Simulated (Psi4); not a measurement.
# One shape, several levels: CH3ClIn (SMILES [CH3][In][Cl])

We compute a comparison of 3 runs (UBHLYP/def2-SVP, UCAM-B3LYP/def2-SVP, UM06-2X/def2-SVP) of CH3ClIn. 

The results are computed with Psi4 1.11.

### Step 1. The structure to begin with

CH3ClIn: 6 atoms, total charge 0, spin state doublet. SMILES: `[CH3][In][Cl]`. One bond was lengthened or shortened from a relaxed shape.

Bond lengths: C1–In2 2.214 Å, In2–Cl3 2.383 Å, C1–H4 1.090 Å, C1–H5 1.250 Å, C1–H6 1.090 Å. Angles: C1–In2–Cl3 112.2°, In2–C1–H4 106.0°, In2–C1–H5 110.5°, In2–C1–H6 106.1°, H4–C1–H5 111.6°, H4–C1–H6 110.7°, H5–C1–H6 111.6°.

### Step 2. A single-point energy at UBHLYP/def2-SVP (core potential) (run 1)

The input, job.inp:

```
memory 1600 MB

molecule {
  0 2
  C      0.632948    -0.259649    -0.212134
  In    -1.139152     1.052251    -0.015834
  Cl    -2.756852     0.159351     1.488766
  H      0.258448    -1.220849    -0.564634
  H      1.457300     0.235100    -1.011300
  H      1.051448    -0.352949     0.790266
  units angstrom
  symmetry c1
}

set basis def2-SVP
set reference uks
set puream true
set e_convergence 1e-09
set d_convergence 1e-08
set scf_type pk
set dft_radial_points 99
set dft_spherical_points 590
set maxiter 200

e_tot, wfn = energy("bhhlyp", return_wfn=True)
oeprop(wfn, "DIPOLE", "MAYER_INDICES", "LOWDIN_CHARGES", title="BHHLYP")
```

Command:

```
$ psi4 job.inp job.out -n 1
```

job.out:

```text
[...]
    !!!  WARNING: ECP capability is in beta. Please check occupations closely.  !!!
[...]
  Running in c1 symmetry.
[...]
  Nuclear repulsion =  151.191596699005402
[...]
  Multiplicity = 2
[...]
  Nalpha       = 24
  Nbeta        = 23
[...]
    Number of basis functions: 73
[...]
   @UKS iter   1:  -689.74050982430913   -1.21214e+00   8.57084e-03 ADIIS/DIIS
[...]
   @UKS iter  14:  -689.97531297043133   -4.88853e-12   7.26217e-09 DIIS
[...]
   @S^2 Observed:                7.614633481E-01
[...]
    Orbital Energies [Eh]
    ---------------------
    Alpha Occupied:
       1A   -102.713534     2A    -10.621049     3A     -9.826800
       4A     -7.482903     5A     -7.478505     6A     -7.478394
       7A     -4.959827     8A     -3.309861     9A     -3.305027
      10A     -3.302144    11A     -0.904977    12A     -0.887715
      13A     -0.881029    14A     -0.879111    15A     -0.877013
      16A     -0.843619    17A     -0.774446    18A     -0.487510
      19A     -0.460499    20A     -0.456004    21A     -0.364987
      22A     -0.344955    23A     -0.341887    24A     -0.247965
    Alpha Virtual:
      25A     -0.034125    26A      0.044119    27A      0.050683
[...]
  @UKS Final Energy:  -689.97531297043133
   => Energetics <=
    Nuclear Repulsion Energy =            151.1915966990054017
    One-Electron Energy =               -1325.3089677907844361
    Two-Electron Energy =                 510.7578591355674575
    DFT Exchange-Correlation Energy =     -26.6158010142197092
    Empirical Dispersion Energy =           0.0000000000000000
    VV10 Nonlocal Energy =                  0.0000000000000000
    Total Energy =                       -689.9753129704312187
[...]
 Multipole Moments:
 ------------------------------------------------------------------------------------
     Multipole            Electronic (a.u.)      Nuclear  (a.u.)        Total (a.u.)
 ------------------------------------------------------------------------------------
 L = 1.  Multiply by 2.5417464519 to convert [e a0] to [Debye]
 Dipole X            :          5.5092537           -4.5308897            0.9783639
 Dipole Y            :         24.6432112          -24.3170753            0.3261359
 Dipole Z            :        -18.8195655           18.0453712           -0.7741943
 Magnitude           :                                                    1.2895493
[...]
```

Wall time 12 s (1 thread of Intel Xeon 6975P-C (Granite Rapids), shared host); peak memory 0.84 GiB.

### Step 3. Energy and forces at UCAM-B3LYP/def2-SVP (core potential) (run 2)

The input, ch3clin.xyz:

```xyz
6
CH3ClIn
C      0.632948    -0.259649    -0.212134
In    -1.139152     1.052251    -0.015834
Cl    -2.756852     0.159351     1.488766
H      0.258448    -1.220849    -0.564634
H      1.457300     0.235100    -1.011300
H      1.051448    -0.352949     0.790266
```

The input, ch3clin.py:

```python
import psi4

psi4.set_memory(1600000000)
psi4.set_num_threads(1)
psi4.set_output_file('ch3clin.out', False)

with open('ch3clin.xyz') as f:
    atoms = ''.join(f.readlines()[2:])
geom = psi4.geometry('0 2\n' + atoms + 'symmetry c1\nno_reorient\nno_com')

psi4.set_options({
    'basis': 'def2-SVP',
    'reference': 'uks',
    'puream': True,
    'e_convergence': 1e-09,
    'd_convergence': 1e-08,
    'scf_type': 'pk',
    'dft_radial_points': 99,
    'dft_spherical_points': 590,
    'maxiter': 200,
})

E, wfn = psi4.gradient("cam-b3lyp", return_wfn=True)
psi4.oeprop(wfn, "DIPOLE", "MULLIKEN_CHARGES", "QUADRUPOLE")
print('gradient / Eh bohr^-1')
print(E.np.round(6))
print(f'energy = {wfn.energy():.10f} Eh')
```

Command:

```
$ python ch3clin.py
```

ch3clin.out:

```text
[...]
    !!!  WARNING: ECP capability is in beta. Please check occupations closely.  !!!
[...]
  Running in c1 symmetry.
[...]
  Nuclear repulsion =  151.191596699005402
[...]
  Multiplicity = 2
[...]
  Nalpha       = 24
  Nbeta        = 23
[...]
    Number of basis functions: 73
[...]
   @UKS iter   1:  -689.78985901655653   -1.16651e+00   8.93334e-03 ADIIS/DIIS
[...]
   @UKS iter  14:  -690.04273064279357   -1.36424e-12   4.64545e-09 DIIS
[...]
   @S^2 Observed:                7.586507534E-01
[...]
  @UKS Final Energy:  -690.04273064279357
   => Energetics <=
    Nuclear Repulsion Energy =            151.1915966990054017
    One-Electron Energy =               -1325.1655780679138843
    Two-Electron Energy =                 522.2317231346080462
    DFT Exchange-Correlation Energy =     -38.3004724084931851
    Empirical Dispersion Energy =           0.0000000000000000
    VV10 Nonlocal Energy =                  0.0000000000000000
    Total Energy =                       -690.0427306427935719
[...]
  -Total Gradient:
     Atom            X                  Y                   Z
    ------   -----------------  -----------------  -----------------
       1       -0.041485139121    -0.031150069563     0.044141613158
       2       -0.000385153464    -0.003088854467     0.002179129729
       3        0.002640784967     0.001195102394    -0.002288775593
       4       -0.000094158016     0.004895762729     0.003843494617
       5        0.043989927258     0.028335000266    -0.043879809524
       6       -0.004681273708    -0.000176238294    -0.003993742101
[...]
 Multipole Moments:
 ------------------------------------------------------------------------------------
     Multipole            Electronic (a.u.)      Nuclear  (a.u.)        Total (a.u.)
 ------------------------------------------------------------------------------------
 L = 1.  Multiply by 2.5417464519 to convert [e a0] to [Debye]
 Dipole X            :        122.3211249         -121.3653776            0.9557473
 Dipole Y            :        -41.1212787           41.4032304            0.2819518
 Dipole Z            :        -44.0418784           43.3088114           -0.7330670
 Magnitude           :                                                    1.2370679
 L = 2.  Multiply by 1.3450342976 to convert [e a0^2] to [Debye ang]
 Quadrupole XX       :       -617.3878854          579.0652089          -38.3226765
 Quadrupole XY       :        121.5047980         -121.3107139            0.1940841
[...]
```

The script printed:

```text
gradient / Eh bohr^-1
[[-4.1485e-02 -3.1150e-02  4.4142e-02]
 [-3.8500e-04 -3.0890e-03  2.1790e-03]
 [ 2.6410e-03  1.1950e-03 -2.2890e-03]
 [-9.4000e-05  4.8960e-03  3.8430e-03]
 [ 4.3990e-02  2.8335e-02 -4.3880e-02]
 [-4.6810e-03 -1.7600e-04 -3.9940e-03]]
energy = -690.0427306428 Eh
```

Run time: 18 s. Hardware: 1 thread of Intel Xeon 6975P-C (Granite Rapids), shared host; peak memory 0.86 GiB.

### Step 4. A single-point energy at UM06-2X/def2-SVP (core potential) (run 3)

ch3clin.xyz is that of step 3.

The input, run.py:

```python
import numpy as np
from ase.calculators.psi4 import Psi4
from ase.io import read

mol = read('ch3clin.xyz')
calc = Psi4(atoms=mol, method='m06-2x', basis='def2-SVP', memory='1600MB', num_threads=1, charge=0, multiplicity=2, label='psi4-calc', reference='uks')
calc.psi4.set_options({'puream': True, 'e_convergence': 1e-09, 'd_convergence': 1e-08, 'scf_type': 'pk', 'dft_radial_points': 99, 'dft_spherical_points': 590, 'maxiter': 200})
mol.calc = calc

print(f'energy: {mol.get_potential_energy():.6f} eV')
```

Command:

```
$ python run.py
```

psi4-calc.dat:

```text
[...]
    !!!  WARNING: ECP capability is in beta. Please check occupations closely.  !!!
[...]
  Running in c1 symmetry.
[...]
  Nuclear repulsion =  151.191596699005402
[...]
  Multiplicity = 2
[...]
  Nalpha       = 24
  Nbeta        = 23
[...]
    Number of basis functions: 73
[...]
   @UKS iter   1:  -689.72373302295762   -1.13127e+00   8.94411e-03 ADIIS/DIIS
[...]
   @UKS iter  14:  -689.97911432360968   -4.32010e-12   4.09582e-09 DIIS
[...]
   @S^2 Observed:                7.585029188E-01
[...]
    Orbital Energies [Eh]
    ---------------------
    Alpha Occupied:
       1A   -102.586937     2A    -10.573133     3A     -9.755297
       4A     -7.481043     5A     -7.477168     6A     -7.477053
       7A     -4.893442     8A     -3.273595     9A     -3.267852
      10A     -3.265228    11A     -0.907111    12A     -0.894956
      13A     -0.890945    14A     -0.888693    15A     -0.886383
      16A     -0.839343    17A     -0.759027    18A     -0.482121
      19A     -0.456402    20A     -0.452866    21A     -0.365262
      22A     -0.352334    23A     -0.347493    24A     -0.254591
    Alpha Virtual:
      25A     -0.036185    26A      0.043494    27A      0.054321
[...]
  @UKS Final Energy:  -689.97911432360968
   => Energetics <=
    Nuclear Repulsion Energy =            151.1915966990054017
    One-Electron Energy =               -1325.0754863127594945
    Two-Electron Energy =                 508.5386465084908991
    DFT Exchange-Correlation Energy =     -24.6338712183466200
    Empirical Dispersion Energy =           0.0000000000000000
    VV10 Nonlocal Energy =                  0.0000000000000000
    Total Energy =                       -689.9791143236096786
[...]
 Multipole Moments:
 ------------------------------------------------------------------------------------
     Multipole            Electronic (a.u.)      Nuclear  (a.u.)        Total (a.u.)
 ------------------------------------------------------------------------------------
 L = 1.  Multiply by 2.5417464519 to convert [e a0] to [Debye]
 Dipole X            :          5.4767886           -4.5308897            0.9458989
 Dipole Y            :         24.6581449          -24.3170753            0.3410696
 Dipole Z            :        -18.8102020           18.0453712           -0.7648307
 Magnitude           :                                                    1.2633365
[...]
```

On the terminal:

```text
energy: -18775.288029 eV
```

It took 23 s on 1 thread of Intel Xeon 6975P-C (Granite Rapids), shared host; peak memory 0.97 GiB.

### Step 5. The series

```
run                                 level      task  energy (Eh)  dipole moment (D)  HOMO energy (eV)  LUMO energy (eV)  wall time
  1      UBHLYP/def2-SVP (core potential)    energy  -689.975313               3.28             -6.75             -2.37       12 s
  2  UCAM-B3LYP/def2-SVP (core potential)  gradient  -690.042731               3.14             -7.05             -2.25       18 s
  3     UM06-2X/def2-SVP (core potential)    energy  -689.979114               3.21             -6.93             -2.72       23 s
```

### Step 6. Outcome

| quantity | value |
| --- | --- |
| run 3: total energy | -689.97911 Eh |
| run 3: dipole moment | 3.21 D |
| run 3: HOMO energy (highest over α and β) | -6.93 eV |
| run 3: LUMO energy (lowest over α and β) | -2.72 eV |
| run 3: ⟨S²⟩ | 0.759 |

The dipole moment (its size) runs from 3.14 D (UCAM-B3LYP/def2-SVP) to 3.28 D (UBHLYP/def2-SVP). Totals of different functionals can't be ranked against each other. All runs together took 53 s, the longest 23 s.
